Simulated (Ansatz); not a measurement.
# AlGa2H: the cost of one run

The runs use Ansatz 0.2.0, Gaussian basis; the settings change from run to run.

31 further runs of the same task are left out: 2 for a known fault of the program, 17 that didn't finish, 12 set aside as unsound or not needed.

## Step 1: The geometry

The geometry is a PBE0/def2-TZVP stationary point (not a proven minimum) of the parent state, kept for this charge and spin. No spin-orbit coupling is included. The filled d shell of Ga may be among the frozen orbitals whatever the setting's name suggests; the logs give the count.

4 atoms, charge 1, spin multiplicity 4.

Atoms are counted from 1 here; the program's logs count them from 0.

Bond lengths: Ga1–Al2 2.555 Å, Al2–Ga3 2.555 Å, Al2–H4 1.846 Å. Angles: Ga1–Al2–Ga3 72.4°, Ga1–Al2–H4 52.9°, Ga3–Al2–H4 52.9°.

As a file:

```xyz
4
charge 1, multiplicity 4
Ga   -0.00440    0.33635    1.50899
Al   -0.02265   -1.72503    0.00000
Ga   -0.00440    0.33635   -1.50899
H     1.21546   -0.35585    0.00000
```

## Step 2: BCCD(T) on UHF/def2-SVP

in.yaml reads:

```yaml
crystal:
  periodic: [false, false, false]
  atoms:
    - {symbol: Ga, position_ang: [-0.004403, 0.336351, 1.508986]}
    - {symbol: Al, position_ang: [-0.022649, -1.725034, 0.000000]}
    - {symbol: Ga, position_ang: [-0.004403, 0.336351, -1.508986]}
    - {symbol: H, position_ang: [1.215461, -0.355847, 0.000000]}
basis:
  gaussian: {orbitals: def2-SVP}
total_charge: 1
magnetization: {spin_polarized: true, initial_magnetization: 3}
correlation: {method: bccd_t, electrons: outside_noble_gas, diis_vectors: 1}
output: {forces: true}
```

Started as:

```sh
ansatz run in.yaml --threads 1 --pin off --events-out ev --progress --plain --max-ram 2393MiB
```

Q: Estimate wall time and peak memory on 1 thread of Arm Neoverse V2, shared host.

About 41 s, with a peak of 0.45 GiB.
